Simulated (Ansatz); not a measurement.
I need a ladder of methods at one geometry of CH4AlOS, SMILES C[O][Al][SH]. Use the Python package of Ansatz (0.2.0). Settings (for the species named): MP2, cc-pVDZ basis, multiplicity 2. The script varies method: mp2, ccsd, ccsd_t.

| atom | x (Å) | y (Å) | z (Å) |
| --- | --- | --- | --- |
| C | 0.0108 | 1.3568 | 0.3135 |
| O | 0.2763 | 0.6047 | -0.8124 |
| Al | 0.9106 | -1.0258 | -0.2538 |
| S | -0.4035 | -2.7415 | 0.1346 |
| H | -0.4308 | 2.3659 | -0.0777 |
| H | -0.8325 | 0.9446 | 0.9199 |
| H | 0.8927 | 1.6193 | 0.9189 |
| H | -0.3315 | -3.1811 | -1.1988 |

The script, `methods_ch4alos.py`:
```python
"""CH4AlOS at several levels of theory."""

import ansatz as az

BASIS_SET = "cc-pVDZ"

geometry_ang = [
    ("C", (0.0108, 1.3568, 0.3135)),
    ("O", (0.2763, 0.6047, -0.8124)),
    ("Al", (0.9106, -1.0258, -0.2538)),
    ("S", (-0.4035, -2.7415, 0.1346)),
    ("H", (-0.4308, 2.3659, -0.0777)),
    ("H", (-0.8325, 0.9446, 0.9199)),
    ("H", (0.8927, 1.6193, 0.9189)),
    ("H", (-0.3315, -3.1811, -1.1988)),
]
geometry = az.Crystal.molecule()
for symbol, xyz in geometry_ang:
    geometry = geometry.atom(symbol, xyz)

base = (
    geometry.calculation()
    .basis(gaussian=BASIS_SET)
    .spin("collinear", total=1)
)

methods = ["mp2", "ccsd", "ccsd_t"]
reports = [base.correlation(m).run(threads=1, backend="cpu").report for m in methods]
print(f"Hartree-Fock reference {reports[0]['reference_energy_ev'] / 27.211386246:.6f} Ha")
best = reports[-1]["free_energy_ev"] - reports[-1]["reference_energy_ev"]
for method, each in zip(methods, reports):
    gained = each["free_energy_ev"] - each["reference_energy_ev"]
    print(f"{method:8s} total {each['free_energy_ev'] / 27.211386246:.6f} Ha  correlation {gained:9.4f} eV  ({100 * gained / best:.1f} % of the last)")
```

```console
$ python methods_ch4alos.py
Hartree-Fock reference -754.538818 Ha
mp2      total -755.048497 Ha  correlation  -13.8691 eV  (90.1 % of the last)
ccsd     total -755.088802 Ha  correlation  -14.9658 eV  (97.3 % of the last)
ccsd_t   total -755.104270 Ha  correlation  -15.3867 eV  (100.0 % of the last)
```

Total energies depend on the basis set; only differences at equal settings carry meaning. The geometry is a force-field or estimated start, not a minimum of this method, and the basis set is short of its limit. A lower total doesn't mark the better method: functionals have no common bound, and MP2 and coupled cluster aren't variational. The species is open-shell (spin multiplicity 2). Inner cores stay frozen, so this is valence correlation. For Al to Cl the sets with a tight d function, cc-pV(X+d)Z, are usual. Hardware and time: 35 s on 1 thread of Intel(R) Xeon(R) Platinum 8488C (Sapphire Rapids), with other jobs on the host, peak memory 0.54 GiB.

(Lines on the test bed's own set-up are left out of the output.)
